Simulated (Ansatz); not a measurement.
# CH5AlBNS: one species, many methods

An exercise on one series of results from a longer session: the logs are not shown, and one member is left open.

Program: Ansatz 0.2.0, Gaussian basis. Level of theory: functionals in def2-TZVPP, the program's frozen cores in correlated methods. These are calculated values, not measurements.

Plan: PBE-D4, r2SCAN-D4, PBE0-D4, B3LYP-D4, ωB97X-V, ωB97M-V, B2PLYP; CCSD(T)/def2-TZVPP; MP2/def2-QZVPP; extrapolation to the limit.

## The geometry

The geometry comes from an earlier relaxation with PBE0-D4 in a triple-zeta def2 set; it is a stationary point, not always the lowest conformer.

SMILES `[BH2][Al]([SH])[CH]=N`, 10 atoms, charge 0, spin multiplicity 1.

Atoms are counted from 1 here; the program's logs count them from 0.

Bond lengths: B1–Al2 2.119 Å, B1–H6 1.199 Å, B1–H7 1.199 Å, Al2–S3 2.195 Å, Al2–C4 1.990 Å, S3–H8 1.343 Å, C4–N5 1.274 Å, C4–H9 1.099 Å, N5–H10 1.024 Å. Angles: Al2–B1–H6 122.4°, Al2–B1–H7 122.5°, H6–B1–H7 115.1°, B1–Al2–S3 121.4°, B1–Al2–C4 128.8°, S3–Al2–C4 109.9°, Al2–S3–H8 94.0°, Al2–C4–N5 123.8°, Al2–C4–H9 122.1°, N5–C4–H9 114.1°, C4–N5–H10 111.9°.

Set-up of the first run:

The input, in.yaml:

```yaml
crystal:
  periodic: [false, false, false]
  atoms:
    - {symbol: B, position_ang: [-0.828400, -0.194828, 2.052837]}
    - {symbol: Al, position_ang: [0.097540, 0.019504, 0.159247]}
    - {symbol: S, position_ang: [2.268404, 0.281105, -0.027660]}
    - {symbol: C, position_ang: [-0.741468, 0.020561, -1.645491]}
    - {symbol: N, position_ang: [-0.081328, 0.076058, -2.733687]}
    - {symbol: H, position_ang: [-1.250871, 0.741472, 2.670442]}
    - {symbol: H, position_ang: [-0.968420, -1.260228, 2.583708]}
    - {symbol: H, position_ang: [2.490246, 0.174148, 1.292866]}
    - {symbol: H, position_ang: [-1.830695, -0.031750, -1.783595]}
    - {symbol: H, position_ang: [0.928092, 0.122959, -2.565770]}
basis:
  gaussian: {orbitals: def2-TZVPP}
hamiltonian: {xc: pbe, dispersion: d4}
output: {forces: true, orbitals: {seedname: orbitals}}
```

Launch:

```
$ ansatz run in.yaml --threads 4 --pin off --events-out ev --progress --plain --max-ram 10444MiB
```

Steps of the session up to this table: PBE-D4 (GGA); r2SCAN-D4 (meta-GGA); PBE0-D4 (hybrid); B3LYP-D4 (hybrid); ωB97X-V (range-separated); ωB97M-V (range-separated); B2PLYP (double hybrid); CCSD(T) in def2-TZVPP; MP2 in def2-QZVPP.

One table of the session follows, with a row left open; its other results are not shown here.

It belongs to the step «Atomisation energies». 

| method | atomisation energy (kcal/mol) |
| --- | --- |
| PBE-D4 | 818.0 |
| r2SCAN-D4 | 802.3 |
| PBE0-D4 | 801.1 |
| B3LYP-D4 | 801.2 |
| ωB97X-V | 803.9 |
| ωB97M-V | ? |
| B2PLYP | 789.9 |
| HF/def2-TZVPP | 567.1 |
| MP2/def2-TZVPP | 785.0 |
| CCSD/def2-TZVPP | 759.0 |
| CCSD(T)/def2-TZVPP | 773.3 |
| MP2/CBS | 808.6 |
| CCSD(T)/CBS | 796.9 |

Q: Estimate the row for ωB97M-V from the others.

As computed: atomisation energy (kcal/mol): 803.8. In the column «atomisation energy (kcal/mol)» it lies between r2SCAN-D4 (802.3) and ωB97X-V (803.9).
